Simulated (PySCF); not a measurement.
# U-r2SCAN/def2-SVP run of CH4BNO− (SMILES [BH2-]NC=O)

Aim: the vertical ionisation energy of CH4BNO− at U-r2SCAN/def2-SVP, from 2 runs. 

The calculation is run with PySCF 2.14.0.

### 1 Starting point

CH4BNO−: 8 atoms, total charge -1, spin state doublet. As SMILES, `[BH2-]NC=O`. Geometry: relaxed at GFN2-xTB.

Bond lengths: B1–N2 1.423 Å, N2–C3 1.376 Å, C3–O4 1.266 Å, B1–H5 1.199 Å, B1–H6 1.180 Å, N2–H7 1.013 Å, C3–H8 1.118 Å. Angles: B1–N2–C3 133.7°, N2–C3–O4 127.4°, B1–N2–H7 115.3°, C3–N2–H7 110.9°, N2–B1–H5 116.4°, N2–B1–H6 122.0°, N2–C3–H8 112.3°, O4–C3–H8 120.3°, H5–B1–H6 121.7°.

### 2 A single-point energy at U-r2SCAN/def2-SVP

Input file job.py:

```python
# [BH2-]NC=O
from pyscf import gto, dft

molecule = gto.M(
    atom=[
    ('B', (-0.378840, 1.193730, -0.384980)),
    ('N', (0.373680, 0.078060, 0.077210)),
    ('C', (0.065520, -1.239200, 0.328340)),
    ('O', (-1.057980, -1.806170, 0.189110)),
    ('H', (0.220350, 2.225190, -0.510600)),
    ('H', (-1.523770, 1.105570, -0.655760)),
    ('H', (1.350860, 0.264020, 0.268590)),
    ('H', (0.950190, -1.821200, 0.688070)),
],
    verbose=3,
    basis='def2-svp',
    max_memory=1860,
    spin=1,
    charge=-1,
)

myscf = dft.UKS(molecule)
myscf.xc = 'r2scan'
myscf.conv_tol = 1e-10
myscf.grids.level = 1
myscf.kernel()
if not myscf.converged:
    myscf = myscf.newton().run(myscf.mo_coeff, myscf.mo_occ)

e_final = myscf.e_tot
print('E(%s) = %.9f' % ('R2SCAN', e_final))
```

The run is started by

```bash
$ OMP_NUM_THREADS=1 python job.py
```

Standard output:

```text
converged SCF energy = -195.087438751045  <S^2> = 0.76394783  2S+1 = 2.0138995
E(R2SCAN) = -195.087438751
```

It took 9.6 s on 1 thread of Arm Neoverse V1, shared host; peak memory 0.26 GiB.

### 3 Singlet neutral CH4BNO at the same level

Input file job.py:

```python
from pyscf import gto, dft

mol = gto.M(
    atom=[
    ('B', (-0.378840, 1.193730, -0.384980)),
    ('N', (0.373680, 0.078060, 0.077210)),
    ('C', (0.065520, -1.239200, 0.328340)),
    ('O', (-1.057980, -1.806170, 0.189110)),
    ('H', (0.220350, 2.225190, -0.510600)),
    ('H', (-1.523770, 1.105570, -0.655760)),
    ('H', (1.350860, 0.264020, 0.268590)),
    ('H', (0.950190, -1.821200, 0.688070)),
],
    max_memory=1860,
    basis='def2-svp',
    verbose=4,
)

mf = dft.RKS(mol)
mf.xc = 'r2scan'
mf.grids.level = 1
mf.conv_tol = 1e-10
mf.kernel()
if not mf.converged:
    mf = mf.newton().run(mf.mo_coeff, mf.mo_occ)

energy = mf.e_tot
print('E = %.10f Eh' % energy)
```

The run is started by

```bash
$ OMP_NUM_THREADS=1 python job.py
```

Standard output:

```text
PySCF version 2.14.0

[INPUT] num. atoms = 8
[INPUT] num. electrons = 30
[INPUT] charge = 0
[INPUT] spin (= nelec alpha-beta = 2S) = 0
[INPUT] symmetry False subgroup None
[INPUT] Mole.unit = angstrom
[INPUT] Symbol           X                Y                Z      unit          X                Y                Z       unit  Magmom
[INPUT]  1 B     -0.378840000000   1.193730000000  -0.384980000000 AA   -0.715903845030   2.255822766677  -0.727506763435 Bohr   0.0
[INPUT]  2 N      0.373680000000   0.078060000000   0.077210000000 AA    0.706152858227   0.147512021284   0.145905754078 Bohr   0.0
[INPUT]  3 C      0.065520000000  -1.239200000000   0.328340000000 AA    0.123814855682  -2.341748613561   0.620472675740 Bohr   0.0
[INPUT]  4 O     -1.057980000000  -1.806170000000   0.189110000000 AA   -1.999292445267  -3.413166634406   0.357366107416 Bohr   0.0
[INPUT]  5 H      0.220350000000   2.225190000000  -0.510600000000 AA    0.416401151548   4.204999675121  -0.964894159203 Bohr   0.0
[INPUT]  6 H     -1.523770000000   1.105570000000  -0.655760000000 AA   -2.879507976829   2.089224511535  -1.239206803445 Bohr   0.0
[INPUT]  7 H      1.350860000000   0.264020000000   0.268590000000 AA    2.552755432630   0.498925491408   0.507561539797 Bohr   0.0
[INPUT]  8 H      0.950190000000  -1.821200000000   0.688070000000 AA    1.795598866300  -3.441569218058   1.300263854529 Bohr   0.0

nuclear repulsion = 103.170002562832
number of shells = 36
number of NR pGTOs = 124
number of NR cGTOs = 76
basis = def2-svp
ecp = {}

******** <class 'pyscf.dft.rks.RKS'> ********
method = RKS
initial guess = minao
damping factor = 0
level_shift factor = 0
DIIS = <class 'pyscf.scf.diis.CDIIS'>
diis_start_cycle = 1
diis_space = 8
diis_damp = 0
SCF conv_tol = 1e-10
SCF conv_tol_grad = None
SCF max_cycles = 50
direct_scf = True
direct_scf_tol = 1e-13
XC library pyscf.dft.libxc version 7.0.0
    S. Lehtola, C. Steigemann, M. J.T. Oliveira, and M. A.L. Marques.,  SoftwareX 7, 1–5 (2018)
XC functionals = r2scan
    J. W. Furness, A. D. Kaplan, J. Ning, J. P. Perdew, and J. Sun.,  J. Phys. Chem. Lett. 11, 8208-8215 (2020)
    J. W. Furness, A. D. Kaplan, J. Ning, J. P. Perdew, and J. Sun.,  J. Phys. Chem. Lett. 11, 9248-9248 (2020)
    J. W. Furness, A. D. Kaplan, J. Ning, J. P. Perdew, and J. Sun.,  J. Phys. Chem. Lett. 11, 8208-8215 (2020)
    J. W. Furness, A. D. Kaplan, J. Ning, J. P. Perdew, and J. Sun.,  J. Phys. Chem. Lett. 11, 9248-9248 (2020)
radial grids:
    Treutler-Ahlrichs [JCP 102, 346 (1995); DOI:10.1063/1.469408] (M4) radial grids

becke partition: Becke, JCP 88, 2547 (1988); DOI:10.1063/1.454033
pruning grids: <function nwchem_prune>
grids dens level: 1
symmetrized grids: False
atomic radii adjust function: <function treutler_atomic_radii_adjust>
small_rho_cutoff = 0
Set gradient conv threshold to 1e-05
Initial guess from minao.
tot grids = 30552
init E= -195.281848819917
  HOMO = -0.355433275571024  LUMO = -0.139749283316615  gap/eV = 5.86906
cycle= 1 E= -194.942182721054  delta_E= 0.34  |g|= 0.846  |ddm|= 2.87
  HOMO = -0.0613544759295257  LUMO = -0.0372724076140178  gap/eV = 0.65531
cycle= 2 E= -193.442947586667  delta_E=  1.5  |g|= 2.59  |ddm|= 4.12
  HOMO = -0.246613908620751  LUMO = -0.0779113130456119  gap/eV = 4.59063
cycle= 3 E= -195.085217003307  delta_E= -1.64  |g|= 0.214  |ddm|= 3.67
  HOMO = -0.232858017961394  LUMO = -0.090468992570337  gap/eV = 3.87460
cycle= 4 E= -195.087778857509  delta_E= -0.00256  |g|= 0.203  |ddm|= 0.343
  HOMO = -0.235005926117942  LUMO = -0.0886397688404741  gap/eV = 3.98283
cycle= 5 E= -195.096828555926  delta_E= -0.00905  |g|= 0.0261  |ddm|= 0.144
  HOMO = -0.23747780337761  LUMO = -0.0869471606460475  gap/eV = 4.09615
cycle= 6 E= -195.097014526983  delta_E= -0.000186  |g|= 0.00877  |ddm|= 0.0327
  HOMO = -0.236897617057724  LUMO = -0.0868944587087905  gap/eV = 4.08179
cycle= 7 E= -195.097035372072  delta_E= -2.08e-05  |g|= 0.00177  |ddm|= 0.00864
  HOMO = -0.237312073017792  LUMO = -0.0871541414495636  gap/eV = 4.08601
cycle= 8 E= -195.097036103647  delta_E= -7.32e-07  |g|= 0.000512  |ddm|= 0.00225
  HOMO = -0.237269472280158  LUMO = -0.0871008095276951  gap/eV = 4.08630
cycle= 9 E= -195.097036167927  delta_E= -6.43e-08  |g|= 6.42e-05  |ddm|= 0.000553
  HOMO = -0.237274932764544  LUMO = -0.0871052099818272  gap/eV = 4.08633
cycle= 10 E= -195.097036168857  delta_E= -9.29e-10  |g|= 9.44e-06  |ddm|= 7.05e-05
  HOMO = -0.237275287046035  LUMO = -0.0871051571070871  gap/eV = 4.08634
cycle= 11 E= -195.097036168882  delta_E= -2.5e-11  |g|= 2.57e-06  |ddm|= 1.28e-05
  HOMO = -0.237275952109643  LUMO = -0.0871052814924131  gap/eV = 4.08635
Extra cycle  E= -195.097036168873  delta_E= 8.13e-12  |g|= 6.6e-06  |ddm|= 8.81e-06
converged SCF energy = -195.097036168873
E = -195.0970361689 Eh
```

Wall time 4.5 s (1 thread of Arm Neoverse V1, shared host); peak memory 0.25 GiB.

### 4 Outcome

Level: U-r2SCAN/def2-SVP.

| quantity | value |
| --- | --- |
| doublet CH4BNO−: total energy | -195.08744 Eh |
| doublet CH4BNO−: HOMO energy (highest over α and β) | 3.05 eV |
| doublet CH4BNO−: LUMO energy (lowest over α and β) | 4.90 eV |
| doublet CH4BNO−: ⟨S²⟩ | 0.764 |
| singlet neutral CH4BNO: total energy | -195.09704 Eh |
| singlet neutral CH4BNO: dipole moment | 3.63 D |
| singlet neutral CH4BNO: HOMO energy | -6.46 eV |
| singlet neutral CH4BNO: LUMO energy | -2.37 eV |
| singlet neutral CH4BNO: HOMO–LUMO gap | 4.09 eV |
| vertical detachment energy (to the singlet neutral) | -0.261 eV |

In words: The species is unbound against losing an electron at this level, by 0.26 eV (−25.2 kJ/mol); missing correlation or diffuse functions can give that sign where the real anion is bound. Only the singlet of the ionised species was computed; a triplet could lie lower. Mulliken charges (doublet CH4BNO−) run from -0.43 on O4 to +0.10 on C3. The HOMO (doublet CH4BNO−) lies at positive energy, 3.05 eV, as semi-local functionals often give for anions; only total energies tell whether the electron is bound. Mulliken charges (singlet neutral CH4BNO) run from -0.28 on O4 to +0.21 on C3; they depend strongly on the basis.
